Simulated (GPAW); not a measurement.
# GaNH2F (SMILES [NH2][Ga][F]) at 4 levels

We compute a comparison of 4 runs (UPBE/real-space grid, UBP86-D3(0)/dzp, UBP86-D4/dzp, UPBE/dzp) of GaNH2F. 

Program for the calculation: GPAW 26.7.0.

5 further runs of the same task are left out: 1 that didn't finish, 4 set aside as unsound or not needed.

### 1 The structure to begin with

The species is GaNH2F (5 atoms), meant as a doublet with charge 0. As SMILES, `[NH2][Ga][F]`. The shape comes from GFN2-xTB, which is rough for such elements, and wasn't checked as a minimum. This is one conformer, not always the lowest.

Bond lengths: N1–Ga2 1.969 Å, Ga2–F3 1.811 Å, N1–H4 1.018 Å, N1–H5 1.017 Å. Angles: N1–Ga2–F3 111.9°, Ga2–N1–H4 108.7°, Ga2–N1–H5 114.5°, H4–N1–H5 107.0°.

### 2 The charge distribution at UPBE/real-space grid (scalar-relativistic datasets) (run 1)

gs_sp.py reads:

```python
import numpy as np
from ase import Atoms
from ase.units import Bohr, Debye
from gpaw import GPAW

# Structure
positions_bohr = np.array(
              [[ -0.388528,   1.243761,  -0.984377],
               [  1.322430,  -0.261519,   1.956717],
               [  2.087524,  -3.556200,   1.436740],
               [ -1.440217,  -0.116143,  -1.849437],
               [ -1.581209,   2.690120,  -0.559642]])
system = Atoms(["N", "Ga", "F", "H", "H"], positions=positions_bohr * Bohr)
system.center(vacuum=4.5)
system.set_initial_magnetic_moments([0.333333, 0.333333, 0.333333, 0.0, 0.0])

# GPAW settings
gpaw_calc = GPAW(mode="fd",
                 h=0.18,
                 xc="PBE",
                 occupations={"name": "fermi-dirac", "width": 0.0, "fixmagmom": True},
                 maxiter=150,
                 symmetry="off",
                 txt="-")
system.calc = gpaw_calc

energy = system.get_potential_energy()
print(f"Energy                  {energy:.5f} eV")
forces = system.get_forces()
print("Forces (eV/Ang)")
for symbol, f in zip(system.symbols, forces):
    print(f'{symbol:2} {f[0]:9.4f} {f[1]:9.4f} {f[2]:9.4f}')
dipole = system.get_dipole_moment() / Debye
print(f"Dipole: {np.linalg.norm(dipole):.3f} D")
print("Moments:", system.get_magnetic_moments().round(3))
```

Started as:

```
$ python3 -u gs_sp.py | tee gs_sp.out
```

What it wrote:

```text
[...]
Number of symmetries: 1
[...]
  Number of IBZ points: 1
[...]
Spin-components: 2 (collinear spins)
Bands:           14
[...]
  Valence electrons: 17.0
[...]
  Grid points: [60 68 60]
  Charge: 0.0  # |e|
[...]
    cutoffs:
[...]
occupation numbers:
  Fixed magnetic moment: 1.000
[...]
xc functional:
  name: PBE with 2 nearest neighbor stencil
[...]
|iter     |     time |      energy | eigst |  dens |  magmom |
[...]
|iter:   1| 00:00:03 |  -25.871189 | +0.97 |       |  +0.9858|
[...]
|iter:  14| 00:00:26 |  -22.199580c| -7.48c| -5.19c|  +1.0000|
Converged in 14 steps
[...]
Energy contributions relative to reference atoms: (reference = -57105.454143)
Energy contributions:
  Kinetic:          28.666474
  Coulomb:         -30.098181
  Zero:              0.697010
  External:          0.000000
  Xc:              -21.464882
  Entropy:           0.000000
  Spinorbit:         0.000000
  ----------------------------
  Free energy:     -22.199580
  Extrapolated:    -22.199580
dipole moment: (-0.328298, 0.481133, 0.122264)  # |e|*Ang
Total magnetic moment: (0.000000, 0.000000, 0.999999)
Local magnetic moments
|        x |        y |         z |
|----------|----------|-----------|
| 0.000000 | 0.000000 |  0.109761 |  # N    0
| 0.000000 | 0.000000 |  0.245969 |  # Ga   1
| 0.000000 | 0.000000 |  0.071094 |  # F    2
| 0.000000 | 0.000000 |  0.001677 |  # H    3
| 0.000000 | 0.000000 | -0.001567 |  # H    4
Fermi levels: -5.760, -4.669
Eigenvalues  # (at kpt = [0.000, 0.000, 0.000])
| band index |      eig [eV] | occ [0-1] |      eig [eV] | occ [0-1] |
|------------|---------------|-----------|---------------|-----------|
|          0 |       -27.543 |     1.000 |       -27.380 |     1.000 |
|          1 |       -21.087 |     1.000 |       -20.758 |     1.000 |
|          2 |       -11.961 |     1.000 |       -11.847 |     1.000 |
|          3 |       -11.413 |     1.000 |       -11.064 |     1.000 |
|          4 |        -9.511 |     1.000 |        -9.170 |     1.000 |
|          5 |        -8.710 |     1.000 |        -8.631 |     1.000 |
|          6 |        -8.587 |     1.000 |        -8.464 |     1.000 |
|          7 |        -7.027 |     1.000 |        -6.706 |     1.000 |
|          8 |        -5.760 |     1.000 |        -4.669 |     0.000 |
|          9 |        -1.990 |     0.000 |        -1.427 |     0.000 |
|         10 |        -0.720 |     0.000 |        -0.525 |     0.000 |
|         11 |        -0.352 |     0.000 |        -0.008 |     0.000 |
[...]
Gap: 0.946 eV
Transition (v -> c):
[...]
Forces (eV/Ang)
N     0.6114   -0.1713    0.3159
Ga   -0.5360    0.8659   -0.3225
F     0.3487   -0.7135   -0.1361
H    -0.1642   -0.3093   -0.0652
H    -0.0718    0.2276    0.1977
Dipole: 2.859 D
Moments: [ 0.11   0.246  0.071  0.002 -0.002]
```

It took 27 s on 1 thread of Arm Neoverse V2, shared host; peak memory 0.83 GiB.

### 3 Energy and one-electron properties at UBP86-D3(0)/dzp (scalar-relativistic datasets) (run 2)

molecule.xyz reads:

```xyz
5

N     -0.205600     0.658170    -0.520910
Ga     0.699800    -0.138390     1.035450
F      1.104670    -1.881860     0.760290
H     -0.762130    -0.061460    -0.978680
H     -0.836740     1.423550    -0.296150
```

sp.py reads:

```python
import numpy as np
from ase.calculators.mixing import SumCalculator
from ase.io import read
from ase.units import Debye
from dftd3.ase import DFTD3
from gpaw import GPAW, setup_paths
from gpaw.analyse.hirshfeld import HirshfeldPartitioning
from gpaw.atom.configurations import parameters
from gpaw.atom.generator import Generator
from gpaw.utilities.adjust_cell import adjust_cell

molecule = read('molecule.xyz')
adjust_cell(molecule, 4.5, h=0.18)
molecule.set_initial_magnetic_moments([1.0, 0.0, 0.0, 0.0, 0.0])

for symbol in ['F', 'Ga', 'H', 'N']:
    Generator(symbol, xcname='GGA_X_B88+GGA_C_P86', scalarrel=True, nofiles=True, txt=None).run(**parameters[symbol])
setup_paths.insert(0, '.')

dft = GPAW(mode='lcao',
           poissonsolver={'name': 'MomentCorrectionPoissonSolver', 'poissonsolver': 'fast', 'moment_corrections': 9},
           h=0.18,
           maxiter=100,
           symmetry='off',
           xc='GGA_X_B88+GGA_C_P86',
           legacy_gpaw=True,
           basis='dzp',
           occupations={'name': 'fermi-dirac', 'width': 0.01, 'fixmagmom': True},
           txt='-')
molecule.calc = SumCalculator([DFTD3(method='BP86', damping='d3zero'), dft])

energy = molecule.get_potential_energy()
print(f'Energy                  {energy:.5f} eV')
forces = molecule.get_forces()
print('Forces (eV/Ang)')
for symbol, f in zip(molecule.symbols, forces):
    print(f'{symbol:2} {f[0]:9.4f} {f[1]:9.4f} {f[2]:9.4f}')
dipole = dft.get_dipole_moment(molecule) / Debye
print(f'Dipole = {np.linalg.norm(dipole):.3f} D')
hirshfeld = HirshfeldPartitioning(dft)
charges = hirshfeld.get_charges()
volumes = hirshfeld.get_effective_volume_ratios()
for symbol, q, v in zip(molecule.symbols, charges, volumes):
    print(f'{symbol:2} charge {q:7.3f}  volume ratio {v:6.3f}')
```

Started as:

```
$ python3 sp.py
```

What it wrote:

```text
[...]
    cutoffs:
[...]
  Total Charge: 0.000000
[...]
Number of atoms: 5
[...]
Number of bands in calculation: 14
Number of valence electrons: 17
[...]
iter:   1 hh:mm:ss   -22.007954        c          +0.9996
[...]
iter:  12 hh:mm:ss   -19.990580c       c -4.34c   +1.0000
Converged after 12 iterations.
Dipole moment: (-0.327598, 0.429316, 0.083773) |e|*Ang
Total magnetic moment: (0.000000, 0.000000, 1.000006)
Local magnetic moments:
   0 N  ( 0.000000,  0.000000,  0.111917)
   1 Ga ( 0.000000,  0.000000,  0.249765)
   2 F  ( 0.000000,  0.000000,  0.083703)
   3 H  ( 0.000000,  0.000000,  0.001828)
   4 H  ( 0.000000,  0.000000, -0.001543)
Energy contributions relative to reference atoms: (reference = -57125.505373)
Kinetic:        +37.169612
Potential:      -35.423682
External:        +0.000000
XC:             -22.303310
Entropy (-ST):   -0.000000
Local:           +0.566800
SIC:             +0.000000
--------------------------
Free energy:    -19.990580
Extrapolated:   -19.990580
Spin contamination: 0.025844 electrons
                   Up                     Down
 Band  Eigenvalues  Occupancy  Eigenvalues  Occupancy
    0    -27.25988    1.00000    -27.07302    1.00000
    1    -21.02176    1.00000    -20.70317    1.00000
    2    -11.89789    1.00000    -11.78360    1.00000
    3    -11.26054    1.00000    -10.90439    1.00000
    4     -9.27443    1.00000     -8.91871    1.00000
    5     -8.35840    1.00000     -8.26632    1.00000
    6     -8.23166    1.00000     -8.09322    1.00000
    7     -6.79669    1.00000     -6.47438    1.00000
    8     -5.49552    1.00000     -4.41608    0.00000
    9     -1.73569    0.00000     -1.21993    0.00000
   10      0.40341    0.00000      0.72407    0.00000
   11      0.65624    0.00000      1.01271    0.00000
   12      2.82479    0.00000      3.12336    0.00000
   13      3.36318    0.00000      3.45413    0.00000
Fermi levels: -3.64554, -5.77358
[...]
Forces (eV/Ang)
N     1.3653   -0.0716    0.1528
Ga   -0.5515    1.3220    0.0316
F     0.3247   -1.1844   -0.2130
H    -0.5820   -0.8079   -0.3600
H    -0.5412    0.7315    0.4013
Dipole = 2.625 D
N  charge  -0.258  volume ratio  0.963
Ga charge   0.364  volume ratio  0.815
F  charge  -0.288  volume ratio  1.094
H  charge   0.091  volume ratio  0.689
H  charge   0.089  volume ratio  0.692
```

It took 28 s on 1 thread of Arm Neoverse V2, shared host; peak memory 0.99 GiB.

Atomic charges (e):

| atom | Hirshfeld |
| --- | --- |
| N1 | -0.258 |
| Ga2 | +0.364 |
| F3 | -0.288 |
| H4 | +0.091 |
| H5 | +0.089 |

Run 3 isn't shown in full; the table further down has it.

### 4 The charge distribution at UPBE/dzp (scalar-relativistic datasets) (run 4)

calc.py reads:

```python
import numpy as np
from ase import Atoms
from ase.units import Debye
from gpaw import GPAW

atoms = Atoms("NGaFHH",
    positions=[[ -0.205600,   0.658170,  -0.520910],
               [  0.699800,  -0.138390,   1.035450],
               [  1.104670,  -1.881860,   0.760290],
               [ -0.762130,  -0.061460,  -0.978680],
               [ -0.836740,   1.423550,  -0.296150]])
atoms.center(vacuum=4.5)
atoms.set_initial_magnetic_moments([0.333333, 0.333333, 0.333333, 0.0, 0.0])

calculator = GPAW(mode="lcao",
                  maxiter=150,
                  xc="PBE",
                  h=0.18,
                  occupations={"name": "fermi-dirac", "width": 0.0, "fixmagmom": True},
                  basis="dzp",
                  symmetry="off",
                  txt="-")
atoms.calc = calculator

energy = atoms.get_potential_energy()
print(f"Energy = {energy:.5f} eV")
forces = atoms.get_forces()
print("Forces (eV/Ang)")
for symbol, f in zip(atoms.symbols, forces):
    print(f'{symbol:2} {f[0]:9.4f} {f[1]:9.4f} {f[2]:9.4f}')
dipole = atoms.get_dipole_moment() / Debye
print(f"Dipole = {np.linalg.norm(dipole):.3f} D")
print("Moments:", atoms.get_magnetic_moments().round(3))
```

Started as:

```
$ OMP_NUM_THREADS=1 python calc.py
```

What it wrote (excerpt; [...] marks lines left out):

```text
[...]
Number of symmetries: 1
[...]
  Number of IBZ points: 1
[...]
basis functions: 49
Spin-components: 2 (collinear spins)
Bands:           14
[...]
  Valence electrons: 17.0
[...]
  Grid points: [60 68 60]
  Charge: 0.0  # |e|
[...]
    cutoffs:
[...]
occupation numbers:
  Fixed magnetic moment: 1.000
[...]
xc functional:
  name: PBE with 2 nearest neighbor stencil
[...]
|iter     |     time |      energy | eigst |  dens |  magmom |
[...]
|iter:   1| 00:00:04 |  -22.524099 |      c|       |  +0.9991|
[...]
|iter:  11| 00:00:13 |  -20.169013c|      c| -4.24c|  +1.0000|
Converged in 11 steps
[...]
Energy contributions relative to reference atoms: (reference = -57105.454143)
Energy contributions:
  Kinetic:          38.130900
  Coulomb:         -36.183374
  Zero:              0.615355
  External:          0.000000
  Xc:              -22.731894
  Entropy:           0.000000
  Spinorbit:         0.000000
  ----------------------------
  Free energy:     -20.169013
  Extrapolated:    -20.169013
dipole moment: (-0.331907, 0.433365, 0.083737)  # |e|*Ang
Total magnetic moment: (0.000000, 0.000000, 1.000006)
Local magnetic moments
|        x |        y |         z |
|----------|----------|-----------|
| 0.000000 | 0.000000 |  0.109605 |  # N    0
| 0.000000 | 0.000000 |  0.251641 |  # Ga   1
| 0.000000 | 0.000000 |  0.083204 |  # F    2
| 0.000000 | 0.000000 |  0.001852 |  # H    3
| 0.000000 | 0.000000 | -0.001538 |  # H    4
Fermi levels: -5.354, -4.259
Eigenvalues  # (at kpt = [0.000, 0.000, 0.000])
| band index |      eig [eV] | occ [0-1] |      eig [eV] | occ [0-1] |
[...]
Gap: 0.970 eV
Transition (v -> c):
[...]
Forces (eV/Ang)
N     1.3140   -0.0526    0.1601
Ga   -0.6011    1.4258    0.0136
F     0.3830   -1.3069   -0.2439
H    -0.5504   -0.7699   -0.3276
H    -0.5113    0.6930    0.3986
Dipole = 2.653 D
Moments: [ 0.11   0.252  0.083  0.002 -0.002]
```

It took 13 s on 1 thread of Arm Neoverse V2, shared host; peak memory 0.89 GiB.

### 5 The series

```csv
run,level,mode,box rule,energy (Eh),dipole moment (D),HOMO energy (eV),LUMO energy (eV),wall time
1,UPBE/real-space grid (scalar-relativistic datasets),fd,center,-2099.402552,2.86,-5.76,-4.67,27 s
2,UBP86-D3(0)/dzp (scalar-relativistic datasets),lcao,adjust,-2100.059143,2.62,-5.50,-4.42,28 s
3,UBP86-D4/dzp (scalar-relativistic datasets),lcao,center,-2100.061959,2.66,-5.49,-4.41,24 s
4,UPBE/dzp (scalar-relativistic datasets),lcao,center,-2099.327930,2.65,-5.35,-4.26,13 s
```

### 6 Summary of results

| quantity | value |
| --- | --- |
| run 4: energy as printed (from the program's reference atoms) | -20.1690 eV |
| run 4: dipole moment | 2.65 D |
| run 4: HOMO energy (highest over α and β) | -5.35 eV |
| run 4: LUMO energy (lowest over α and β) | -4.26 eV |
| run 4: largest force on an atom | 1.547 eV/Å |

In words: The dipole moment (its size) runs from 2.62 D (UBP86-D3(0)/dzp) to 2.86 D (UPBE/real-space grid). The two ends differ in method and basis. Totals of different functionals can't be ranked against each other. All runs together took 92 s, the longest 28 s.
